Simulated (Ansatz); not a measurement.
# C2H9InN2OSi: small, medium and large basis sets

Aim: see how fast density functionals converge with the basis set for C2H9InN2OSi.

The runs use Ansatz 0.2.0, Gaussian basis; one geometry, several basis sets.

Levels to be run: PBE0-D4/def2-SVP; ωB97M-V/def2-SVP; PBE0-D4/def2-QZVPP; ωB97M-V/def2-QZVPP; the functionals' def2-TZVPP values are taken from earlier runs.

### 1 The relaxed structure

The geometry comes from an earlier relaxation with PBE0-D4 in a triple-zeta def2 set; it is a stationary point, not always the lowest conformer. In takes the def2 core potential; no spin-orbit term is included.

SMILES `NC([SiH3])[N]1C[O][InH]1`, 16 atoms, charge 0, spin multiplicity 1.

Atoms are counted from 1 here; the program's logs count them from 0.

Bond lengths: N1–C2 1.513 Å, N1–H8 1.016 Å, N1–H9 1.017 Å, C2–Si3 1.892 Å, C2–N4 1.435 Å, C2–H10 1.101 Å, Si3–H11 1.480 Å, Si3–H12 1.489 Å, Si3–H13 1.495 Å, N4–C5 1.467 Å, N4–In7 2.144 Å, C5–O6 1.414 Å, C5–H14 1.098 Å, C5–H15 1.104 Å, O6–In7 2.036 Å, In7–H16 1.688 Å. Angles: C2–N1–H8 113.7°, C2–N1–H9 110.6°, H8–N1–H9 107.7°, N1–C2–Si3 111.7°, N1–C2–N4 110.2°, N1–C2–H10 109.2°, Si3–C2–N4 104.7°, Si3–C2–H10 109.6°, N4–C2–H10 111.4°, C2–Si3–H11 109.7°, C2–Si3–H12 107.8°, C2–Si3–H13 111.4°, H11–Si3–H12 110.9°, H11–Si3–H13 109.3°, H12–Si3–H13 107.6°, C2–N4–C5 113.9°, C2–N4–In7 97.0°, C5–N4–In7 87.7° and more.

### 2 PBE0-D4 in def2-SVP

Contents of in.yaml:

```yaml
crystal:
  periodic: [false, false, false]
  atoms:
    - {symbol: N, position_ang: [0.126292, 0.687976, 1.256141]}
    - {symbol: C, position_ang: [0.683625, 0.192723, -0.060179]}
    - {symbol: Si, position_ang: [1.736628, -1.362679, 0.166048]}
    - {symbol: N, position_ang: [-0.383089, -0.214041, -0.929406]}
    - {symbol: C, position_ang: [-1.160027, 0.902302, -1.478682]}
    - {symbol: O, position_ang: [-2.246261, 1.193752, -0.621940]}
    - {symbol: In, position_ang: [-1.890466, -0.408475, 0.582699]}
    - {symbol: H, position_ang: [0.762615, 0.571643, 2.039085]}
    - {symbol: H, position_ang: [-0.110825, 1.674949, 1.195174]}
    - {symbol: H, position_ang: [1.292621, 0.987420, -0.517445]}
    - {symbol: H, position_ang: [2.411200, -1.699316, -1.107855]}
    - {symbol: H, position_ang: [0.833188, -2.465104, 0.597257]}
    - {symbol: H, position_ang: [2.764036, -1.175484, 1.236168]}
    - {symbol: H, position_ang: [-1.536044, 0.621218, -2.471657]}
    - {symbol: H, position_ang: [-0.510913, 1.787368, -1.602013]}
    - {symbol: H, position_ang: [-2.772581, -1.294242, 1.716598]}
basis:
  gaussian: {orbitals: def2-SVP}
hamiltonian: {xc: pbe0, dispersion: d4}
output: {orbitals: {seedname: orbitals}}
```

Started as:

```sh
ansatz run in.yaml --threads 2 --pin off --events-out ev --progress --plain --max-ram 20480MiB --backend cpu
```

What it wrote:

```text
Functional definition: PBE0
  name "PBE0"
  cite "Adamo & Barone, J. Chem. Phys. 110, 6158 (1999) doi:10.1063/1.478522"
  cite "Perdew, Burke & Ernzerhof, Phys. Rev. Lett. 77, 3865 (1996) doi:10.1103/PhysRevLett.77.3865"
  parent pbe
  parameter a = 0.25
  parameter kappa = 0.804
  parameter beta = 0.06672455060314922
  exchange = (1 - a)*pbe_x(kappa = kappa, mu = beta*pi^2/3) + a*exact_x
  correlation = pbe_c(beta = beta)
1888 factors; their error is unknown
mean field evaluation 1: about -20267.6453 eV, gradient 6.9e1 eV
mean field evaluation 2: about -20204.9921 eV, gradient 1.7e2 eV
mean field evaluation 4: about -20277.9212 eV, gradient 1.6e1 eV
mean field evaluation 8: about -20278.4132 eV, gradient 3.8e-1 eV
mean field evaluation 16: about -20278.5367 eV, gradient 6.2e-4 eV
mean field -20278.53671287 eV, -745.2224789122 hartree, gradient 7.2e-5 eV, S^2 0.000000; 0 other end points of the search recorded, 0 dependent functions left out
reference -20278.53675373 eV, -745.2224804137 hartree; 39, 39 occupied and 120, 120 virtual orbitals, 1888 factors
Total energy: -20278.95124917 eV, -745.2377128400 hartree
```

It took 4.3 s on 2 threads of AMD EPYC 7R13, shared host.

### 3 ωB97M-V in def2-SVP

Edit in.yaml of step 2 so:

```diff
@@ -21,3 +21,3 @@
   gaussian: {orbitals: def2-SVP}
-hamiltonian: {xc: pbe0, dispersion: d4}
+hamiltonian: {xc: {name: wB97M-V}}
 output: {orbitals: {seedname: orbitals}}
```

Same command.

What it wrote, cut to the lines that bear on the results:

```text
Functional definition: wB97M-V
  name "wB97M-V"
  cite "Mardirossian & Head-Gordon, J. Chem. Phys. 144, 214110 (2016) doi:10.1063/1.4952647"
  cite "Becke, J. Chem. Phys. 107, 8554 (1997) doi:10.1063/1.475007"
  cite "Vydrov & Van Voorhis, J. Chem. Phys. 133, 244103 (2010) doi:10.1063/1.3521275"
  # Of w^i u^j: cxij and so on, Table III.
[...]
  gx(w, u) = 1 - cx + cx01*u + cx10*w
  gss(w, u) = css00 + css04*u^4 + css10*w + css20*w^2 + css43*w^4*u^3
  gos(w, u) = cos00 + cos10*w + (cos20 + cos21*u)*w^2 + (cos60 + cos61*u)*w^6
[...]
      + integral(e_c_pw_mod_opposite_spin*gos(b97_w_opposite, b97_u_opposite)) + vv10(b, c)
1850 factors; their error is unknown
476 factors; integrals over basis functions are off by at most 5.4e-6 eV
[...]
mean field -20285.05716898 eV, -745.4621012545 hartree, gradient 3.0e-5 eV, S^2 0.000000; 0 other end points of the search recorded, 0 dependent functions left out
reference -20285.05723437 eV, -745.4621036574 hartree; 39, 39 occupied and 120, 120 virtual orbitals, 1850 factors
Total energy: -20285.05723437 eV, -745.4621036574 hartree
```

Wall time 15 s (2 threads of AMD EPYC 7R13, shared host).

### 4 PBE0-D4 in def2-QZVPP

Edit in.yaml of step 3 so:

```diff
@@ -20,4 +20,4 @@
 basis:
-  gaussian: {orbitals: def2-SVP}
-hamiltonian: {xc: {name: wB97M-V}}
+  gaussian: {orbitals: "def2-QZVPP.json"}
+hamiltonian: {xc: pbe0, dispersion: d4}
 output: {orbitals: {seedname: orbitals}}
```

Started as:

```sh
ansatz run in.yaml --threads 2 --pin off --events-out ev --progress --plain --max-ram 20480MiB --backend cuda --devices 0, --max-vram 18GiB
```

What it wrote:

```text
Functional definition: PBE0
  name "PBE0"
  cite "Adamo & Barone, J. Chem. Phys. 110, 6158 (1999) doi:10.1063/1.478522"
  cite "Perdew, Burke & Ernzerhof, Phys. Rev. Lett. 77, 3865 (1996) doi:10.1103/PhysRevLett.77.3865"
  parent pbe
  parameter a = 0.25
  parameter kappa = 0.804
  parameter beta = 0.06672455060314922
  exchange = (1 - a)*pbe_x(kappa = kappa, mu = beta*pi^2/3) + a*exact_x
  correlation = pbe_c(beta = beta)
2313 factors; their error is unknown
mean field evaluation 1: about -20274.6117 eV, gradient 8.8e1 eV
mean field evaluation 2: about -20121.4574 eV, gradient 2.5e2 eV
mean field evaluation 4: about -20289.7567 eV, gradient 2.2e1 eV
mean field evaluation 8: about -20290.5849 eV, gradient 2.6e-1 eV
mean field evaluation 16: about -20290.6310 eV, gradient 4.8e-4 eV
mean field -20290.63102901 eV, -745.6669368325 hartree, gradient 7.3e-5 eV, S^2 0.000000; 0 other end points of the search recorded, 0 dependent functions left out
reference -20290.63108568 eV, -745.6669389149 hartree; 39, 39 occupied and 668, 668 virtual orbitals, 2313 factors
Total energy: -20291.04558111 eV, -745.6821713412 hartree
```

Run time: 7.5 s. Hardware: 1 × H100 (card shared with other runs) with 2 threads of AMD EPYC 7R13, shared host; peak host memory 1.3 GiB.

### 5 ωB97M-V in def2-QZVPP

Edit in.yaml of step 4 so:

```diff
@@ -21,3 +21,3 @@
   gaussian: {orbitals: "def2-QZVPP.json"}
-hamiltonian: {xc: pbe0, dispersion: d4}
+hamiltonian: {xc: {name: wB97M-V}}
 output: {orbitals: {seedname: orbitals}}
```

Same command.

What it wrote, cut to the lines that bear on the results:

```text
Functional definition: wB97M-V
  name "wB97M-V"
  cite "Mardirossian & Head-Gordon, J. Chem. Phys. 144, 214110 (2016) doi:10.1063/1.4952647"
  cite "Becke, J. Chem. Phys. 107, 8554 (1997) doi:10.1063/1.475007"
  cite "Vydrov & Van Voorhis, J. Chem. Phys. 133, 244103 (2010) doi:10.1063/1.3521275"
  # Of w^i u^j: cxij and so on, Table III.
[...]
  gx(w, u) = 1 - cx + cx01*u + cx10*w
  gss(w, u) = css00 + css04*u^4 + css10*w + css20*w^2 + css43*w^4*u^3
  gos(w, u) = cos00 + cos10*w + (cos20 + cos21*u)*w^2 + (cos60 + cos61*u)*w^6
[...]
      + integral(e_c_pw_mod_opposite_spin*gos(b97_w_opposite, b97_u_opposite)) + vv10(b, c)
2253 factors; their error is unknown
592 factors; integrals over basis functions are off by at most 7.6e-6 eV
[...]
mean field -20297.42502020 eV, -745.9166114036 hartree, gradient 6.8e-5 eV, S^2 0.000000; 0 other end points of the search recorded, 0 dependent functions left out
reference -20297.42511207 eV, -745.9166147795 hartree; 39, 39 occupied and 668, 668 virtual orbitals, 2253 factors
Total energy: -20297.42511207 eV, -745.9166147795 hartree
```

Wall time 12 s (1 × H100 (card shared with other runs) with 2 threads of AMD EPYC 7R13, shared host); peak host memory 1.4 GiB.

### 6 Functionals by basis

The def2-TZVPP values come from earlier runs at the same geometry.

```tsv
functional	basis	functions	energy (eV)	from the largest (eV)	HOMO (eV)	LUMO (eV)
PBE0-D4	def2-SVP	159	-20278.9512	12.094	-5.88	-0.40
PBE0-D4	def2-TZVPP	373	-20290.3147	0.731	-6.04	-0.61
PBE0-D4	def2-QZVPP	707	-20291.0456	0.000	-6.08	-0.67
ωB97M-V	def2-SVP	159	-20285.0572	12.368	-8.16	1.13
ωB97M-V	def2-TZVPP	373	-20296.7419	0.683	-8.33	0.61
ωB97M-V	def2-QZVPP	707	-20297.4251	0.000	-8.37	0.41
```

### 7 Outcome

| quantity | value |
| --- | --- |
| PBE0-D4: double and triple zeta above quadruple | 12.09, 0.73 eV |
| ωB97M-V: double and triple zeta above quadruple | 12.37, 0.68 eV |

PBE0-D4 gains 11.36 eV from double to triple zeta, then 0.73 eV more. These are total energies; as a rule much of such shifts cancels in differences, which this series doesn't test. The LUMO of ωB97M-V is positive and keeps falling with the basis (1.13 to 0.41 eV): an unbound level that the basis holds in place.
